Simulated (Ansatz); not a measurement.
**C2H5GeO radical: small, medium and large basis sets**

An exercise on one series of results from a longer session: the logs are not shown, and one member is left open.

The runs use Ansatz 0.2.0, Gaussian basis; one geometry, several basis sets.

Plan: PBE0-D4/def2-SVP; ωB97M-V/def2-SVP; PBE0-D4/def2-QZVPP; ωB97M-V/def2-QZVPP; the functionals' def2-TZVPP values are taken from earlier runs.

### The geometry

An earlier PBE0-D4 in a triple-zeta def2 set relaxation fixed the geometry.

SMILES `[CH]=[CH][GeH2][OH]`, 9 atoms, charge 0, spin multiplicity 2.

Atoms are counted from 1 here; the program's logs count them from 0.

Bond lengths: C1–C2 1.299 Å, C1–H5 1.082 Å, C2–Ge3 1.950 Å, C2–H6 1.096 Å, Ge3–O4 1.784 Å, Ge3–H7 1.534 Å, Ge3–H8 1.539 Å, O4–H9 0.960 Å. Angles: C2–C1–H5 140.1°, C1–C2–Ge3 121.0°, C1–C2–H6 121.5°, Ge3–C2–H6 117.5°, C2–Ge3–O4 109.2°, C2–Ge3–H7 111.7°, C2–Ge3–H8 109.0°, O4–Ge3–H7 103.4°, O4–Ge3–H8 110.7°, H7–Ge3–H8 112.8°, Ge3–O4–H9 112.2°.

Set-up of the first run:

in.yaml reads:

```yaml
crystal:
  periodic: [false, false, false]
  atoms:
    - {symbol: C, position_ang: [-0.192891, 1.241694, -1.488838]}
    - {symbol: C, position_ang: [0.316854, 0.916980, -0.338968]}
    - {symbol: Ge, position_ang: [0.316531, -0.934397, 0.274166]}
    - {symbol: O, position_ang: [-0.628772, -1.053944, 1.782841]}
    - {symbol: H, position_ang: [-0.357768, 2.113314, -2.107659]}
    - {symbol: H, position_ang: [0.753264, 1.669993, 0.326408]}
    - {symbol: H, position_ang: [1.718527, -1.391286, 0.697174]}
    - {symbol: H, position_ang: [-0.295204, -1.823772, -0.822282]}
    - {symbol: H, position_ang: [-1.541842, -0.784881, 1.660161]}
basis:
  gaussian: {orbitals: def2-SVP}
magnetization: {spin_polarized: true, initial_magnetization: 1}
hamiltonian: {xc: pbe0, dispersion: d4}
output: {orbitals: {seedname: orbitals}}
```

Run with:

```console
$ ansatz run in.yaml --threads 4 --pin off --events-out ev --progress --plain --max-ram 10444MiB
```

Steps of the session up to this table: PBE0-D4 in def2-SVP; ωB97M-V in def2-SVP; PBE0-D4 in def2-QZVPP; ωB97M-V in def2-QZVPP.

One of the session's tables, all rows but one given; the rest of the session is left out.

It belongs to the step «Functionals by basis». 

```
functional       basis  HOMO (eV)  LUMO (eV)
   PBE0-D4    def2-SVP      -6.55      -1.76
   PBE0-D4  def2-TZVPP      -6.63      -1.96
   PBE0-D4  def2-QZVPP          ?          ?
   ωB97M-V    def2-SVP      -8.52       0.19
   ωB97M-V  def2-TZVPP      -8.63      -0.16
   ωB97M-V  def2-QZVPP      -8.65      -0.25
```

Q: Estimate the row for PBE0-D4, def2-QZVPP from the others.

**Answer.** HOMO (eV): -6.66; LUMO (eV): -2.02. In the column «HOMO (eV)» it lies between ωB97M-V, def2-SVP (-8.52) and PBE0-D4, def2-TZVPP (-6.63).
